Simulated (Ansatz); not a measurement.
**SiH3Br + HF: a complex and its separated parts**

The complex below is one end of an elementary step. How strongly is it bound against its free parts?

Computed with Ansatz 0.2.0, Gaussian basis. Level: PBE0-D4/def2-TZVP structures, single points in def2-TZVPP, no counterpoise correction.

Levels: SPW92, PBE-D4, BLYP-D4, r2SCAN-D4, B97M-V, PBE0-D4, B3LYP-D4, r2SCAN0-D4, BHLYP-D4, CAM-B3LYP-D4, wB97X-V, wB97M-V, B2PLYP, PBE-QIDH, RPA on PBE, Hartree-Fock, MP2, CCSD, CCSD(T).

Correlated methods freeze the cores. Filled d shells of the heavier atoms are correlated. B3LYP uses VWN-RPA correlation. B2PLYP carries no dispersion term here.

94 further runs of the same task are left out: 94 set aside as unsound or not needed.

## (1) The system as given

The complex: 7 atoms, charge 0, spin multiplicity 1.

Atoms are counted from 1 here; the program's logs count them from 0.

Bond lengths: Si1–Br2 2.242 Å, Si1–H3 1.479 Å, Si1–H4 1.477 Å, Si1–H5 1.477 Å, H6–F7 0.929 Å. Angles: Br2–Si1–H3 106.7°, Br2–Si1–H4 107.6°, Br2–Si1–H5 107.6°, H3–Si1–H4 111.4°, H3–Si1–H5 111.4°, H4–Si1–H5 111.9°.

As a file:

| atom | x (Å) | y (Å) | z (Å) |
| --- | --- | --- | --- |
| Si1 | -0.7158 | 0.2531 | -0.6551 |
| Br2 | 0.2039 | -1.7640 | -0.3209 |
| H3 | -1.7183 | 0.0890 | -1.7307 |
| H4 | -1.3491 | 0.6708 | 0.6127 |
| H5 | 0.3649 | 1.1750 | -1.0616 |
| H6 | 1.4809 | -0.5877 | 1.3357 |
| F7 | 1.7336 | 0.1639 | 1.8199 |

Its parts: SiH3Br holds atoms 1, 2, 3, 4, 5; HF holds atoms 6, 7. Each part counts its atoms afresh in its own runs.

## (2) Relaxing SiH3Br alone

relax-a/in.yaml reads:

```yaml
crystal:
  periodic: [false, false, false]
  atoms:
    - {symbol: Si, position_ang: [-0.715791, 0.253080, -0.655089]}
    - {symbol: Br, position_ang: [0.203881, -1.763994, -0.320949]}
    - {symbol: H, position_ang: [-1.718329, 0.088997, -1.730674]}
    - {symbol: H, position_ang: [-1.349075, 0.670776, 0.612723]}
    - {symbol: H, position_ang: [0.364858, 1.174983, -1.061635]}
basis:
  gaussian: {orbitals: def2-TZVP}
hamiltonian: {xc: pbe0, dispersion: d4}
relax: {f_tol: 0.005, max_steps: 200}
```

Command:

```bash
ansatz run in.yaml --threads 4 --pin off --events-out ev --progress --plain --max-ram 9574MiB
```

After this run come: Relaxing HF alone; SPW92/def2-TZVPP; PBE-D4/def2-TZVPP; BLYP-D4/def2-TZVPP; r2SCAN-D4/def2-TZVPP; B97M-V/def2-TZVPP; PBE0-D4/def2-TZVPP; B3LYP-D4/def2-TZVPP; r2SCAN0-D4/def2-TZVPP; BHLYP-D4/def2-TZVPP; CAM-B3LYP-D4/def2-TZVPP; wB97X-V/def2-TZVPP; wB97M-V/def2-TZVPP; B2PLYP/def2-TZVPP; PBE-QIDH/def2-TZVPP; RPA on PBE/def2-TZVPP; CCSD(T)/def2-TZVPP; Vibrations of SiH3Br; Vibrations of HF.

What does the calculation give? Wanted: complex less parts, CCSD(T)/def2-TZVPP; with zero-point energy; largest T1 diagnostic.

The runs gave:

```
                              quantity         value
complex less parts, CCSD(T)/def2-TZVPP  -14.1 kJ/mol
                with zero-point energy   -9.2 kJ/mol
                 largest T1 diagnostic         0.008
```

At CCSD(T) the complex lies 14.1 kJ/mol below its parts. PBE-QIDH is the best functional here (-0.1 kJ/mol from CCSD(T)); SPW92 is the worst (-15.4 kJ/mol). Mean unsigned error by rung: LDA 15.4, GGA 5.9, meta-GGA 2.9, hybrid 3.1, range-separated hybrid 3.5, double hybrid 0.2 kJ/mol. PBE-D4 gives a relative energy 6.7 kJ/mol too low, outside chemical accuracy (1 kcal/mol, 4.2 kJ/mol). No counterpoise was applied, and triple zeta lacks some correlation, so the CCSD(T) reference has a basis error of its own, and close matches with it are partly luck.
